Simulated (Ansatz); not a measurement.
# MgI: the cost of one run

Method: DFT PBE, scalar-relativistic, plane waves, PAW, in Ansatz 0.2.0.

## 1. The structure to begin with

Symmetry: P-6m2, No. 187, hexagonal system. Conventional cell: a = 3.864 Å, b = 3.864 Å, c = 6.048 Å, α = 90.00°, β = 90.00°, γ = 120.00°. Mg (site symmetry -6m2) has 6 I at 3.76 Å and 6 Mg at 3.86 Å as nearest neighbours. Around I (site symmetry -6m2) lie 6 Mg at 3.76 Å and 6 I at 3.86 Å.

Structure file:

```cif
data_structure
_symmetry_space_group_name_H-M 'P-6m2'
_symmetry_Int_Tables_number 187
_cell_length_a 3.8639
_cell_length_b 3.8639
_cell_length_c 6.0483
_cell_angle_alpha 90.000
_cell_angle_beta 90.000
_cell_angle_gamma 120.000
_cell_volume 78.20
loop_
_atom_site_label
_atom_site_type_symbol
_atom_site_symmetry_multiplicity
_atom_site_Wyckoff_symbol
_atom_site_fract_x
_atom_site_fract_y
_atom_site_fract_z
_atom_site_occupancy
Mg1 Mg 1 a 0.00000 0.00000 0.00000 1
I1 I 1 d 0.33333 0.66667 0.50000 1
```

A structure generator made this guess: species swapped into a database cell of PrNd (P-6m2, No. 187), with Mg on the Pr sites and I on the Nd sites. Lengths come from tabulated atomic sizes and are only a guess.

## 2. Probe: one point on a coarse mesh

input.yaml

```yaml
crystal:
  lattice:
    - [3.86394417, 0.0, 0.0]
    - [-1.93197209, 3.34627381, 0.0]
    - [0.0, 0.0, 6.04825352]
  atoms:
    - { symbol: Mg, position: [0.0, 0.0, 0.0] }
    - { symbol: I, position: [0.33333333, 0.66666667, 0.5] }
basis:
  ecutwfc: 420
kpoints:
  mp_grid: { grid: [6, 6, 4] }
hamiltonian:
  xc: pbe
scf:
  occupations: { method: gaussian, width: 0.1 }
  lower_state_search: "off"
output:
  forces: true
  stress: true
  eigenvalues: true
```

Launch:

```console
> ansatz run input.yaml --threads 1 --pin off --max-ram 2048MiB --backend cpu --events-out ev --progress --plain --runs-dir out
```

**Question.** How long does this run take on 1 thread of Intel Xeon Platinum 8488C (Sapphire Rapids), shared host, and how much memory does it need?

About 1.8 s, with a peak of 0.35 GiB.
